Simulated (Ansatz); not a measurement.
# MoI in Ansatz: the effect of strain

Crystal: MoI.

```
CELL_PARAMETERS angstrom
3.65950 0.00000 0.00000
0.00000 3.65950 0.00000
0.00000 0.00000 5.04208
ATOMIC_POSITIONS crystal
Mo 0.50000 0.50000 0.50000
I 0.00000 0.00000 0.50000
```

The cell was built by a generator and needn't be a form met in nature.

The cell isn't the ideal one: strained by +1 %.

Alike in all runs:

| Item | Value |
| --- | --- |
| Program | Ansatz 0.2.0 |
| Task | relaxation of the atoms |
| Functional | PBE |
| Potentials or basis | Ansatz PAW |
| Cutoff | 420 eV (not typed: the program's choice for these potentials) |
| k mesh | 7 × 7 × 5 |
| Occupations | fermi-dirac, width 0.05 eV |
| Spin | no spin polarisation |

Each run relaxes the cell or the atoms first.

```csv
strain,pressure (GPa)
0.01,?
0.02,6.2
0.04,2.4
```

Problem. What does the run with strain 0.01 give?

Solution. Pressure 8.5 GPa.

Caveats: the relaxation stopped at its first step, so nothing moved; this functional lacks dispersion, which binds the layers, so the pressure and a relaxed spacing across them are unreliable; an odd number of electrons without spin polarisation forces a metal; a magnetic or distorted state may lie lower; the thresholds are loose for stress.
